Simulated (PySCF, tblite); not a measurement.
**C₄H₅FNP: infrared bands and NMR shifts**

Aim: predict the infrared bands and NMR shifts of C₄H₅FNP (`C/C(F)=P\CC#N`).

Programs: tblite 0.8.0 and PySCF 2.14.0, with density-fitted response routines of our own. Each step states its level of theory. These are calculated values for one molecule in the gas phase, unless marked as measured. Atoms are numbered from 0 throughout.

## 1. Starting geometry

12 atoms, charge 0, multiplicity 1; geometry from: GFN2-xTB.

Bonds of the start (Å): C0–C1 1.49, C1–F2 1.35, C1–P3 1.68, P3–C4 1.89, C4–C5 1.43, C5–N6 1.14, C0–H7 1.09, C0–H8 1.09, C0–H9 1.09, C4–H10 1.09, C4–H11 1.09.

## 2. Vibrational analysis with GFN2-xTB

The job: settings as JSON, then the geometry in Å.

```
{"job": {"kind": "ir", "xc": "GFN2-xTB", "basis": "xTB"}, "charge": 0, "multiplicity": 1}
C     -1.118134     0.833138    -0.499830
C     -1.109057     0.217516     0.854375
F     -2.125711     0.650807     1.637268
P     -0.086582    -0.893189     1.597641
C      1.134851    -1.204359     0.189632
C      1.833712    -0.006219    -0.163255
N      2.372504     0.967241    -0.429019
H     -2.086550     1.299450    -0.670160
H     -0.344858     1.598949    -0.583667
H     -0.936288     0.091010    -1.276189
H      0.613047    -1.607631    -0.682339
H      1.854262    -1.947400     0.543647
```

**Question.** This job is followed by: GIAO PBE0/pcSseg-1 NMR shielding, non-relativistic, gas phase. Predict these results of the whole session: strongest single infrared mode (GFN2-xTB); zero-point energy (GFN2-xTB); 13C shifts against TMS (PBE0/pcSseg-1); 1H shifts against TMS (PBE0/pcSseg-1, means over atoms taken as alike); 19F shifts against CFCl3 (PBE0/pcSseg-1); 31P shifts against H3PO4 (PBE0/pcSseg-1); 15N shifts against NH3 (PBE0/pcSseg-1).

As calculated:

| quantity | value |
| --- | --- |
| strongest single infrared mode (GFN2-xTB) | 2397 cm⁻¹, 241 km/mol |
| zero-point energy (GFN2-xTB) | 50.8 kcal/mol |
| 13C shifts against TMS (PBE0/pcSseg-1) | 246.2, 119.6, 28.0, 11.2 ppm |
| 1H shifts against TMS (PBE0/pcSseg-1, means over atoms taken as alike) | 2.91, 2.66 ppm |
| 19F shifts against CFCl3 (PBE0/pcSseg-1) | -8.4 ppm |
| 31P shifts against H3PO4 (PBE0/pcSseg-1) | 162.5 ppm |
| 15N shifts against NH3 (PBE0/pcSseg-1) | 300.5 ppm |

**Reading.** All 30 modes are real, so the xTB geometry is a minimum. The strongest single mode, at 2397 cm⁻¹, moves mainly C5 and N6. Unscaled tight-binding wavenumbers are off by several per cent, some by more. Its intensities can rank the bands wrongly. At PBE0/pcSseg-1: Shielding is most anisotropic at P3 (span 583 ppm, paramagnetic term -810 ppm).
